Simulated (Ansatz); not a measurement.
**GeNH3 (quintet): the correlation ladder, cc-pVDZ**

An exercise on one series of results from a longer session: the logs are not shown, and one member is left open.

Method: cc-pVDZ, core rule «outside noble gas», up to 15 orbitals frozen; program: Ansatz 0.2.0, Gaussian basis.

Plan: UHF; CCSD(T) on ROHF; CCSD(T) on UHF; BCCD(T) on ROHF; CISD; CCSDT(Q) on ROHF; CCSDT(Q) on UHF; CASSCF and MRCISD+Q, 12 electrons in 11 orbitals; CASSCF and NEVPT2, 12 electrons in 11 orbitals.

20 further runs of the same task are left out: 1 for a known fault of the program, 8 that didn't finish, 11 set aside as unsound or not needed.

## What is computed

The geometry is a PBE0/def2-TZVP stationary point (not a proven minimum) of the parent state, kept for this charge and spin. No spin-orbit coupling is included. The filled d shell of Ge may be among the frozen orbitals whatever the setting's name suggests; the logs give the count.

5 atoms, charge 0, spin multiplicity 5.

Atoms are counted from 1 here; the program's logs count them from 0.

Bond lengths: Ge1–N2 1.848 Å, Ge1–H3 1.560 Å, N2–H4 1.011 Å, N2–H5 1.011 Å. Angles: N2–Ge1–H3 112.8°, Ge1–N2–H4 116.0°, Ge1–N2–H5 116.0°, H4–N2–H5 109.5°.

Set-up of the first run:

Input file in.yaml:

```yaml
crystal:
  periodic: [false, false, false]
  atoms:
    - {symbol: Ge, position_ang: [0.000000, 0.044402, 0.330415]}
    - {symbol: N, position_ang: [0.000000, -0.159538, -1.505832]}
    - {symbol: H, position_ang: [0.000001, -1.318371, 1.090661]}
    - {symbol: H, position_ang: [0.825986, 0.167726, -1.988690]}
    - {symbol: H, position_ang: [-0.825986, 0.167724, -1.988690]}
basis:
  gaussian: {orbitals: cc-pVDZ}
magnetization: {spin_polarized: true, initial_magnetization: 4}
hamiltonian: {xc: hf}
output: {orbitals: {seedname: orbitals}}
```

Launch:

```sh
ansatz run in.yaml --threads 1 --pin off --events-out ev --progress --plain --max-ram 2393MiB
```

Steps of the session up to this table: UHF; CCSD(T) on ROHF; CCSD(T) on UHF; BCCD(T) on ROHF; CISD; CCSDT(Q) on ROHF; CCSDT(Q) on UHF; CASSCF and MRCISD+Q, 12 electrons in 11 orbitals; CASSCF and NEVPT2, 12 electrons in 11 orbitals.

One table of the session follows, with a row left open; its other results are not shown here.

```
          method  from UCCSDT(Q) (meV)
            ROHF               +6834.6
             UHF               +6668.5
            RMP2               +1041.2
            UMP2               +1048.6
           RCCSD                +210.8
           UCCSD                +194.6
        RCCSD(T)                 +49.4
        UCCSD(T)                 +35.9
         BCCD(T)                 +49.2
          RCCSDT                 +24.3
          UCCSDT                 +10.2
       RCCSDT(Q)                 +14.2
       UCCSDT(Q)                     0
  CASSCF valence                     ?
  NEVPT2 valence               +1117.7
  MRCISD valence                +390.0
MRCISD+Q valence                 +74.5
```

Estimate the missing values for CASSCF valence.

As computed: from UCCSDT(Q) (meV): +5006.6. In the column «from UCCSDT(Q) (meV)» it lies between NEVPT2 valence (+1117.7) and UHF (+6668.5).

Not comparable, so not listed: CISD (they don't share determinant, frozen orbitals or solution with the rows shown, or repeat one).

To keep in mind: Restricted and unrestricted rows rest on different reference determinants; where their highest levels disagree by more than a few hundredths of an eV, they describe different states and don't form one ladder.
